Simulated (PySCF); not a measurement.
Crystal: SiGeH6, in a box.

```
CELL_PARAMETERS angstrom
13.00000 0.00000 0.00000
0.00000 13.00000 0.00000
0.00000 0.00000 14.00000
ATOMIC_POSITIONS crystal
Si 0.45897 0.53295 0.43005
Ge 0.53946 0.47293 0.57203
H 0.35295 0.56916 0.45143
H 0.45327 0.44873 0.35840
H 0.51878 0.61972 0.38882
H 0.54634 0.55965 0.64645
H 0.64905 0.43472 0.55072
H 0.47800 0.38351 0.61579
```

Base run:

| Item | Value |
| --- | --- |
| Program | PySCF 2.14.0 |
| Functional | CAM-B3LYP |
| Dispersion | D3(BJ) |
| Potentials or basis | 6-31g* (all-electron) |
| k mesh | 1 × 1 × 1 |
| Occupations | fixed |
| Spin | no spin polarisation |

Its results: gap between the frontier levels 11.11 eV.

Task: The run is repeated on the same cell with these changes: functional from CAM-B3LYP to BLYP. What comes out?

Result: Gap between the frontier levels 6.87 eV.

CAM-B3LYP gives the wider gap, since exact exchange removes part of the self-interaction.

Caveats: this is a molecule in a periodic box at the Γ point, so its band gap is the HOMO-LUMO gap; relativity is left out, which matters for the heavier elements; the basis of atomic orbitals isn't converged, which shifts pressures, moduli and gaps.

A k mesh can miss the band edges.

Not every run made on this cell is shown here.
